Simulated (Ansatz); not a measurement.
# GeH+ (singlet): the correlation ladder at distance Ge1–H2 = 2.144 Å, cc-pVQZ

One table from this session's results is given with a row withheld; the runs are named, their logs left out.

The runs use Ansatz 0.2.0, Gaussian basis; cc-pVQZ, core rule «outside noble gas», up to 14 orbitals frozen.

To be run: UHF; CCSD(T) on RHF; CCSD(T) on UHF; BCCD(T) on RHF; CCSDT(Q) on RHF; CCSDT(Q) on UHF; CASSCF and NEVPT2, 4 electrons in 5 orbitals; Full CI.

21 further runs of the same task are left out: 15 that didn't finish, 6 set aside as unsound or not needed.

## The geometry

The geometry derives from a PBE0/def2-TZVP stationary point (not a proven minimum). One bond is set to the value named and the two fragments are kept rigid. No spin-orbit coupling is included. The filled d shell of Ge may be among the frozen orbitals whatever the setting's name suggests; the logs give the count.

2 atoms, charge 1, spin multiplicity 1.

Atoms are counted from 1 here; the program's logs count them from 0.

No contacts short enough for the rule that draws bonds.

Set-up of the first run:

in.yaml reads:

```yaml
crystal:
  periodic: [false, false, false]
  atoms:
    - {symbol: Ge, position_ang: [0.000000, 0.000000, 0.000000]}
    - {symbol: H, position_ang: [0.000000, 0.000000, 2.144000]}
basis:
  gaussian: {orbitals: cc-pVQZ}
total_charge: 1
magnetization: {spin_polarized: true, initial_magnetization: 0}
hamiltonian: {xc: hf}
output: {orbitals: {seedname: orbitals}}
```

Command:

```bash
> ansatz run in.yaml --threads 1 --pin off --events-out ev --progress --plain --max-ram 2393MiB
```

Among the steps run: UHF; CCSD(T) on RHF; CCSD(T) on UHF; BCCD(T) on RHF; CCSDT(Q) on RHF; CCSDT(Q) on UHF; CASSCF and NEVPT2, 4 electrons in 5 orbitals; Full CI.

One table of the session follows, with a row left open; its other results are not shown here.

| method | from FCI (meV) |
| --- | --- |
| RHF | +2717.7 |
| UHF | +2669.2 |
| RMP2 | +723.7 |
| RCCSD | +79.5 |
| RCCSD(T) | +15.5 |
| BCCD(T) | +15.4 |
| RCCSDT | +2.8 |
| RCCSDT(Q) | ? |
| CASSCF valence | +1048.6 |
| NEVPT2 valence | +289.1 |
| FCI | 0 |

Q: Estimate the row for RCCSDT(Q) from the others.

As computed: from FCI (meV): +0.4. In the column «from FCI (meV)» it lies between FCI (0) and RCCSDT (+2.8).

Not comparable, so not listed: CCSD(T) on UHF; CCSDT(Q) on UHF (they don't share determinant, frozen orbitals or solution with the rows shown, or repeat one).
